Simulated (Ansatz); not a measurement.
# C2H10AsBO: up Jacob's ladder to CCSD(T)

An exercise on one series of results from a longer session: the logs are not shown, and one member is left open.

Computed with Ansatz 0.2.0, Gaussian basis. Level: functionals in def2-TZVPP, the program's frozen cores in correlated methods.

Plan: LDA (SPW92), PBE-D4, revPBE-D4, BLYP-D4, r2SCAN-D4, B97M-V, PBE0-D4, B3LYP-D4, r2SCANh-D4, r2SCAN0-D4, HSE06-D4, BHLYP-D4, CAM-B3LYP-D4, LC-ωPBE, ωB97X-V, ωB97M-V, B2PLYP, PBE-QIDH; CCSD(T)/def2-SVP; MP2/def2-TZVPP; MP2/def2-QZVPP; RPA on PBE.

**The relaxed structure**

The geometry comes from an earlier relaxation with PBE0-D4 in a triple-zeta def2 set; it is a stationary point, not always the lowest conformer.

15 atoms, charge 0, spin multiplicity 1.

Atoms are counted from 1 here; the program's logs count them from 0.

Bond lengths: C1–B2 1.574 Å, C1–H6 1.097 Å, C1–H7 1.093 Å, C1–H8 1.094 Å, B2–C3 1.569 Å, B2–O4 1.367 Å, C3–H9 1.091 Å, C3–H10 1.094 Å, C3–H11 1.097 Å, O4–H12 0.961 Å, As5–H13 1.523 Å, As5–H14 1.519 Å, As5–H15 1.520 Å. Angles: B2–C1–H6 108.4°, B2–C1–H7 112.0°, B2–C1–H8 114.5°, H6–C1–H7 106.0°, H6–C1–H8 107.2°, H7–C1–H8 108.2°, C1–B2–C3 122.2°, C1–B2–O4 121.0°, C3–B2–O4 116.8°, B2–C3–H9 113.1°, B2–C3–H10 111.6°, B2–C3–H11 109.3°, H9–C3–H10 109.0°, H9–C3–H11 107.7°, H10–C3–H11 105.8°, B2–O4–H12 112.7°, H13–As5–H14 92.6°, H13–As5–H15 92.3° and more.

Coordinates:

```mol
C2H10AsBO
  3D, bonds by distance, orders not assigned

 15 13  0  0  0  0  0  0  0  0999 V2000
   -1.1188   -0.3818    1.6287 C   0  0
   -0.1369   -0.8466    0.4897 B   0  0
    1.4218   -0.8092    0.6633 C   0  0
   -0.6128   -1.3002   -0.7083 O   0  0
    0.0248    1.9453   -1.7017 As  0  0
   -1.1093    0.7142    1.6681 H   0  0
   -0.7921   -0.7217    2.6152 H   0  0
   -2.1584   -0.6922    1.4862 H   0  0
    1.9607   -0.9742   -0.2713 H   0  0
    1.7550    0.1348    1.1045 H   0  0
    1.7273   -1.5923    1.3678 H   0  0
   -1.5727   -1.3212   -0.7423 H   0  0
    0.3410    3.1923   -2.5164 H   0  0
    1.1895    1.1754   -2.2991 H   0  0
   -0.9413    1.4264   -2.7546 H   0  0
  1  2  8  0
  1  6  8  0
  1  7  8  0
  1  8  8  0
  2  3  8  0
  2  4  8  0
  3  9  8  0
  3 10  8  0
  3 11  8  0
  4 12  8  0
  5 13  8  0
  5 14  8  0
  5 15  8  0
M  END
```

Set-up of the first run:

Contents of in.yaml:

```yaml
crystal:
  periodic: [false, false, false]
  atoms:
    - {symbol: C, position_ang: [-1.118776, -0.381780, 1.628655]}
    - {symbol: B, position_ang: [-0.136870, -0.846558, 0.489665]}
    - {symbol: C, position_ang: [1.421798, -0.809170, 0.663282]}
    - {symbol: O, position_ang: [-0.612753, -1.300152, -0.708331]}
    - {symbol: As, position_ang: [0.024790, 1.945253, -1.701721]}
    - {symbol: H, position_ang: [-1.109260, 0.714207, 1.668078]}
    - {symbol: H, position_ang: [-0.792076, -0.721699, 2.615221]}
    - {symbol: H, position_ang: [-2.158361, -0.692232, 1.486217]}
    - {symbol: H, position_ang: [1.960731, -0.974212, -0.271309]}
    - {symbol: H, position_ang: [1.755034, 0.134828, 1.104471]}
    - {symbol: H, position_ang: [1.727255, -1.592281, 1.367844]}
    - {symbol: H, position_ang: [-1.572679, -1.321160, -0.742297]}
    - {symbol: H, position_ang: [0.340990, 3.192287, -2.516449]}
    - {symbol: H, position_ang: [1.189549, 1.175408, -2.299127]}
    - {symbol: H, position_ang: [-0.941270, 1.426363, -2.754597]}
basis:
  gaussian: {orbitals: def2-TZVPP}
hamiltonian: {xc: lda}
output: {orbitals: {seedname: orbitals}}
```

The run is started by

```sh
ansatz run in.yaml --threads 4 --pin off --events-out ev --progress --plain --max-ram 11315MiB
```

Among the steps run: LDA; PBE-D4 (GGA); revPBE-D4 (GGA); BLYP-D4 (GGA); r2SCAN-D4 (meta-GGA); B97M-V (meta-GGA); B3LYP-D4 (hybrid); r2SCANh-D4 (hybrid); r2SCAN0-D4 (hybrid); HSE06-D4 (hybrid); BHLYP-D4 (hybrid); CAM-B3LYP-D4 (range-separated); LC-ωPBE (range-separated); ωB97X-V (range-separated); ωB97M-V (range-separated); B2PLYP (double hybrid); PBE-QIDH (double hybrid).

One table of the session follows, with a row left open; its other results are not shown here.

It belongs to the step «Orbital energies across the functionals». 

| functional | HOMO (eV) | LUMO (eV) | gap (eV) |
| --- | --- | --- | --- |
| LDA (SPW92) | -6.70 | -0.73 | 5.96 |
| PBE-D4 | -6.59 | -0.51 | 6.08 |
| revPBE-D4 | -6.54 | -0.40 | 6.14 |
| BLYP-D4 | -6.48 | -0.40 | 6.08 |
| r2SCAN-D4 | -6.88 | -0.17 | 6.71 |
| B97M-V | -6.94 | -0.25 | 6.69 |
| PBE0-D4 | ? | ? | ? |
| B3LYP-D4 | -7.53 | 0.15 | 7.68 |
| r2SCANh-D4 | -7.29 | 0.16 | 7.45 |
| r2SCAN0-D4 | -7.91 | 0.63 | 8.54 |
| HSE06-D4 | -7.31 | 0.06 | 7.37 |
| BHLYP-D4 | -8.73 | 1.10 | 9.83 |
| CAM-B3LYP-D4 | -9.03 | 1.24 | 10.27 |
| LC-ωPBE | -10.35 | 2.51 | 12.86 |
| ωB97X-V | -10.03 | 2.29 | 12.32 |
| ωB97M-V | -9.91 | 1.87 | 11.78 |

Q: Estimate the row for PBE0-D4 from the others.

As computed: HOMO (eV): -7.71; LUMO (eV): 0.43; gap (eV): 8.14. In the column «HOMO (eV)» it lies between r2SCAN0-D4 (-7.91) and B3LYP-D4 (-7.53).
